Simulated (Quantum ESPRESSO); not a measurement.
Crystal: Mo.

```xyz
1
Lattice="-1.4400 1.4400 1.4400 1.4400 -1.4400 1.4400 1.4400 1.4400 -1.4400" Properties=species:S:1:pos:R:3 pbc="T T T"
Mo    0.0000    0.0000    0.0000
```

The cell was built by a generator and needn't be a form met in nature.

Base run:

| Item | Value |
| --- | --- |
| Program | Quantum ESPRESSO 7.5 |
| Functional | PBE |
| Potentials or basis | GBRV 1.5 PBE |
| Cutoff | 612 eV |
| Density cutoff | 4898 eV |
| k mesh | 18 × 18 × 18 |
| Occupations | methfessel-paxton, width 0.1 eV |
| Spin | no spin polarisation |

Its results: band gap on the k mesh none (metal or under the smearing width); pressure 125.8 GPa.

The run is repeated on the same cell with these changes: functional from PBE to LDA; potentials or basis from GBRV 1.5 PBE to GBRV 1.5 LDA. What comes out?

Band gap on the k mesh none (metal or under the smearing width); pressure 107.0 GPa.

Caveats: a pressure of tens of GPa on the cell as given is suspect, and the run, the potentials or the cell itself is likely at fault.
